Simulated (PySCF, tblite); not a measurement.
# C8H9P: geometry, infrared bands and NMR shifts

What infrared bands and NMR shifts should C8H9P (`C=Cc1ccc(C)cp1`) show?

Programs: tblite 0.8.0 and PySCF 2.14.0, with density-fitted response routines of our own. Each step states its level of theory. These are calculated values for one molecule in the gas phase, unless marked as measured. Atoms count from 0, in the outputs and in this text.

### Step 1. Starting geometry

18 atoms, charge 0, multiplicity 1; geometry from: force field or distance geometry start.

Bonds of the start (Å): C0–C1 1.32, C1–C2 1.48, C2–C3 1.40, C3–C4 1.41, C4–C5 1.41, C5–C6 1.52, C5–C7 1.39, C7–P8 1.84, P8–C2 1.85, C0–H9 1.10, C0–H10 1.08, C1–H11 1.10, C3–H12 1.10, C4–H13 1.09, C6–H14 1.10, C6–H15 1.09, C6–H16 1.09, C7–H17 1.09.

### Step 2. Relaxing the molecule with GFN2-xTB

What the job is given:

```
{"job": {"kind": "relax", "xc": "GFN2-xTB", "basis": "xTB"}, "charge": 0, "multiplicity": 1}
C     -3.592100     0.416800    -0.201300
C     -2.753100    -0.587900     0.001900
C     -1.277700    -0.464700     0.020400
C     -0.623500     0.665100     0.525500
C      0.772800     0.834300     0.579600
C      1.705200    -0.096600     0.078400
C      3.179400     0.241600     0.190800
C      1.357800    -1.329800    -0.450700
P     -0.368200    -1.947000    -0.597100
H     -4.675900     0.239300    -0.197800
H     -3.272100     1.432100    -0.397900
H     -3.150600    -1.595500     0.171900
H     -1.230200     1.470400     0.956400
H      1.147700     1.766700     1.002900
H      3.557500    -0.082300     1.167700
H      3.340000     1.317800     0.106400
H      3.756500    -0.246700    -0.594900
H      2.117700    -2.027100    -0.800600
```

Started as:

```
> OMP_NUM_THREADS=1 python probes_run.py task.json out
```

This one command runs all jobs of the session in turn.

**Question.** This job is followed by: GFN2-xTB harmonic vibrations, gas phase; GIAO PBE0/pcSseg-1 NMR shielding, non-relativistic, gas phase. What will the session give for the following? strongest single infrared mode (GFN2-xTB); zero-point energy (GFN2-xTB); ¹³C shifts against TMS (PBE0/pcSseg-1); ¹H shifts against TMS (PBE0/pcSseg-1, means over atoms taken as alike); ³¹P shifts against H3PO4 (PBE0/pcSseg-1).

As calculated:

| quantity | value |
| --- | --- |
| strongest single infrared mode (GFN2-xTB) | 3068 cm⁻¹, 56 km/mol |
| zero-point energy (GFN2-xTB) | 88.3 kcal/mol |
| ¹³C shifts against TMS (PBE0/pcSseg-1) | 173.1, 164.4, 147.6, 146.5, 136.1, 132.9, 114.8, 27.6 ppm |
| ¹H shifts against TMS (PBE0/pcSseg-1, means over atoms taken as alike) | 8.91, 8.57, 7.61, 7.34, 6.28, 5.54, 2.61 ppm |
| ³¹P shifts against H3PO4 (PBE0/pcSseg-1) | 243.9 ppm |

**Reading.** Over 93 steps the energy fell by 0.365 eV; of the close pairs, C7–P8 changed most, 1.839 to 1.730 Å. The lowest mode is imaginary (21i cm⁻¹), so the xTB geometry is not a minimum. The strongest single mode, at 3068 cm⁻¹, moves mainly H13. Unscaled tight-binding wavenumbers are off by several per cent, some by more. Its intensities can rank the bands wrongly. At PBE0/pcSseg-1: Shielding is most anisotropic at P8 (span 668 ppm, paramagnetic term -895 ppm). NICS(1)zz of -24 ppm above the planar ring from C2 marks a diatropic (aromatic) ring current.
